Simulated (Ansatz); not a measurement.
Write a Python script for the Python package of Ansatz (0.2.0) that makes the spin response to a magnetic field of Al2Au, space group Fm-3m. Use (first run): PBE, PAW, the default cutoff (420 eV here), 7×7×7 k-points, Fermi-Dirac smearing of 0.1 eV, collinear spin.

```
Al Au
1.0
     0.00000    3.00000    3.00000
     3.00000    0.00000    3.00000
     3.00000    3.00000    0.00000
Al Au
2 1
Direct
  0.25000 0.25000 0.25000
  0.75000 0.75000 0.75000
  0.00000 0.00000 0.00000
```

`zeeman_al2au.py`:
```python
# -*- coding: utf-8 -*-
"""Spin moment of Al2Au in a magnetic field."""

import warnings

import ansatz
import numpy as np

warnings.simplefilter("ignore", ansatz.DeckWarning)

lattice = ansatz.Lattice.of(
    (0.0, 3.0, 3.0),
    (3.0, 0.0, 3.0),
    (3.0, 3.0, 0.0),
)
sites = [
    ("Al", (0.25, 0.25, 0.25)),
    ("Al", (0.75, 0.75, 0.75)),
    ("Au", (0.0, 0.0, 0.0)),
]
system = ansatz.Crystal(lattice=lattice)
for symbol, position in sites:
    system = system.atom(symbol, position)

model = system.calculation()
model = model.occupations(ansatz.OccupationsMethod.FERMI_DIRAC, width=0.1)
model = model.functional("PBE").kpoints(7)
model = model.pseudopotentials("paw")
model = model.spin("collinear")
# the field acts on the spins alone; such large fields lift the response over the noise
rows = []
for tesla in [0, 100, 200, 400]:
    data = (model.magnetic_field(tesla) if tesla else model).run(threads=1, pin="off").report
    rows.append((tesla, data["magnetization_mub"], data["free_energy_ev"], data["components"].get("e_zeeman", 0.0)))
print("         B (T)      moment muB            F eV  Zeeman term eV")
for row in rows:
    print(f"{str(row[0]):>14s}  {row[1]:14.4f}  {row[2]:14.5f}  {row[3]:14.5f}")
slope = np.polyfit([row[0] for row in rows], [row[1] for row in rows], 1)[0]
print(f"dM/dB = {1000 * slope:.4f} muB per 1000 T per cell")
```

```console
$ python zeeman_al2au.py
RunWarning: this spin-polarised run has no starting moment large enough to seed its density, so its SCF can try parallel moments of its own, which can die out, and starts no order whose moments cancel. Behind that start scf.lower_state_search: light tries no other order and makes no probe for moments, and off searches [...]
         B (T)      moment muB            F eV  Zeeman term eV
             0          0.0000    -14225.63048         0.00000
           100          0.0072    -14225.63051        -0.00004
           200          0.0145    -14225.63057        -0.00017
           400          0.0289    -14225.63082        -0.00067
dM/dB = 0.0723 muB per 1000 T per cell
```
(Warnings from the package without file and line, shortened.)

Caveats:
- Total energies depend on the potentials; only differences at equal settings carry meaning. A total without «per atom» is that of the cell as typed.
- The mesh is modest for a metal, so energies can be off by several to tens of meV an atom and pressures by half a GPa or more; differences at equal mesh fare better.
- Spin-orbit coupling, which matters for elements this heavy, is left out.
- The starting cell is as deposited in a crystallographic database; the results hold for this polymorph, which needn't be the stable one.
- Orbital magnetism is left out. The response of a metal hangs strongly on mesh and smearing, and a straight-line fit holds only where the moment is linear in the field.
- The script silences the warnings on its input, which a real study should read.
- Hardware and time: 9.4 s on 1 thread of Arm Neoverse V2, with other jobs on the host, peak memory 0.37 GiB.

(A comment or docstring line of the script was reworded after the run, the code is as it ran; lines on the test bed's own set-up are left out of the output.)
